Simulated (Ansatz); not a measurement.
# C₃H₉InO₂: a ladder of functionals and wavefunction methods

Aim: compute C₃H₉InO₂ with functionals from several rungs and with coupled cluster. The yardstick is the atomisation energy at the CCSD(T) limit.

Computed with Ansatz 0.2.0, Gaussian basis. Level: functionals in def2-TZVPP, the program's frozen cores in correlated methods.

Plan: LDA (SPW92), PBE-D4, revPBE-D4, BLYP-D4, r2SCAN-D4, B97M-V, PBE0-D4, B3LYP-D4, r2SCANh-D4, r2SCAN0-D4, HSE06-D4, BHLYP-D4, CAM-B3LYP-D4, LC-ωPBE, ωB97X-V, ωB97M-V, B2PLYP, PBE-QIDH; CCSD(T)/def2-SVP; CCSD(T)/def2-TZVPP; MP2/def2-QZVPP; extrapolation to the limit; RPA on PBE.

### 1 Structure used throughout

An earlier PBE0-D4 in a triple-zeta def2 set relaxation fixed the geometry. In takes the def2 core potential; no spin-orbit term is included.

15 atoms, charge 0, spin multiplicity 1.

Atoms are counted from 1 here; the program's logs count them from 0.

Bond lengths: C1–O2 1.400 Å, C1–H7 1.096 Å, C1–H8 1.099 Å, C1–H9 1.098 Å, O2–In3 1.987 Å, In3–C4 2.122 Å, In3–O5 1.987 Å, C4–H10 1.089 Å, C4–H11 1.089 Å, C4–H12 1.090 Å, O5–C6 1.400 Å, C6–H13 1.098 Å, C6–H14 1.099 Å, C6–H15 1.096 Å. Angles: O2–C1–H7 108.7°, O2–C1–H8 112.6°, O2–C1–H9 113.2°, H7–C1–H8 107.3°, H7–C1–H9 107.3°, H8–C1–H9 107.5°, C1–O2–In3 126.7°, O2–In3–C4 122.2°, O2–In3–O5 115.3°, C4–In3–O5 122.5°, In3–C4–H10 109.4°, In3–C4–H11 109.6°, In3–C4–H12 109.3°, H10–C4–H11 110.0°, H10–C4–H12 108.9°, H11–C4–H12 109.7°, In3–O5–C6 126.6°, O5–C6–H13 113.2° and more.

### 2 LDA

This LDA is Slater exchange with PW92 correlation.

in.yaml

```yaml
crystal:
  periodic: [false, false, false]
  atoms:
    - {symbol: C, position_ang: [-2.303888, -0.090207, 0.262688]}
    - {symbol: O, position_ang: [-1.287762, -1.052204, 0.236145]}
    - {symbol: In, position_ang: [0.655086, -0.721485, -0.019816]}
    - {symbol: C, position_ang: [2.073173, -2.298858, -0.065499]}
    - {symbol: O, position_ang: [1.171315, 1.185829, -0.229841]}
    - {symbol: C, position_ang: [0.313963, 2.291667, -0.198569]}
    - {symbol: H, position_ang: [-3.242638, -0.577940, 0.550911]}
    - {symbol: H, position_ang: [-2.466938, 0.378847, -0.717383]}
    - {symbol: H, position_ang: [-2.118248, 0.714719, 0.986436]}
    - {symbol: H, position_ang: [2.856419, -2.102445, 0.665889]}
    - {symbol: H, position_ang: [1.578271, -3.240814, 0.164128]}
    - {symbol: H, position_ang: [2.521607, -2.351265, -1.057350]}
    - {symbol: H, position_ang: [-0.527783, 2.206435, -0.898846]}
    - {symbol: H, position_ang: [-0.105608, 2.471933, 0.800788]}
    - {symbol: H, position_ang: [0.883022, 3.185787, -0.479680]}
basis:
  gaussian: {orbitals: def2-TZVPP}
hamiltonian: {xc: lda}
output: {orbitals: {seedname: orbitals}}
```

Launch:

```
> ansatz run in.yaml --threads 2 --pin off --events-out ev --progress --plain --max-ram 32768MiB --backend cuda --devices 0, --max-vram 18GiB
```

Further steps of the session: PBE-D4 (GGA); revPBE-D4 (GGA); BLYP-D4 (GGA); r2SCAN-D4 (meta-GGA); B97M-V (meta-GGA); B3LYP-D4 (hybrid); r2SCANh-D4 (hybrid); r2SCAN0-D4 (hybrid); HSE06-D4 (hybrid); BHLYP-D4 (hybrid); CAM-B3LYP-D4 (range-separated); LC-ωPBE (range-separated); ωB97X-V (range-separated); ωB97M-V (range-separated); B2PLYP (double hybrid); PBE-QIDH (double hybrid); CCSD(T) in def2-SVP; CCSD(T) in def2-TZVPP; MP2 in def2-QZVPP; RPA on PBE orbitals.

Before running them: what should the planned runs give, taken together? Wanted: atomisation energy, CCSD(T)/CBS; farthest beyond LDA; mean size of error, GGA; mean size of error, meta-GGA; mean size of error, hybrid; mean size of error, range-separated; mean size of error, double hybrid; gap, smallest and largest; T1 diagnostic.

As calculated:

| quantity | value |
| --- | --- |
| atomisation energy, CCSD(T)/CBS | 1294.5 kcal/mol |
| functionals within 12.9 kcal/mol (1.0 %) | BLYP-D4, r2SCAN-D4, B97M-V, PBE0-D4, B3LYP-D4, HSE06-D4, CAM-B3LYP-D4, LC-ωPBE, ωB97X-V, ωB97M-V |
| farthest beyond LDA | BHLYP-D4 (-50.2 kcal/mol) |
| mean size of error, GGA | 14.8 kcal/mol |
| mean size of error, meta-GGA | 5.3 kcal/mol |
| mean size of error, hybrid | 19.4 kcal/mol |
| mean size of error, range-separated | 3.7 kcal/mol |
| mean size of error, double hybrid | 18.7 kcal/mol |
| gap, smallest and largest | 3.71 eV (LDA (SPW92)), 11.02 eV (LC-ωPBE) |
| T1 diagnostic | 0.0154 |
| triples share of the correlation energy | 3.6 % |

The LDA atomisation energy is off by 185.2 kcal/mol (14 %): it overbinds. PBE-D4 is off by +17.7 kcal/mol. Double hybrids carry the basis error of their MP2 part in triple zeta, and no dispersion term here, so their miss is partly the set-up's. The rungs range-separated, meta-GGA miss on average by less than the doubt on the reference (12.9 kcal/mol), so they tie. Misses under about 12.9 kcal/mol are within the doubt on the reference itself, which lacks core-valence correlation, spin-orbit coupling and higher excitations, and its outer-core shells are covered unevenly. All levels share the lack of spin-orbit coupling, which lowers the free heavy atoms and so the true binding. Hartree-Fock recovers 71 % of the binding; the rest is correlation. CCSD(T) in def2-SVP is off by -72.8 kcal/mol, worse than the median functional, from the basis alone. Orbital gaps span 3.7 to 11.0 eV; exact exchange widens them. Correlated methods include outer-core shells of In, which these sets cover unevenly.
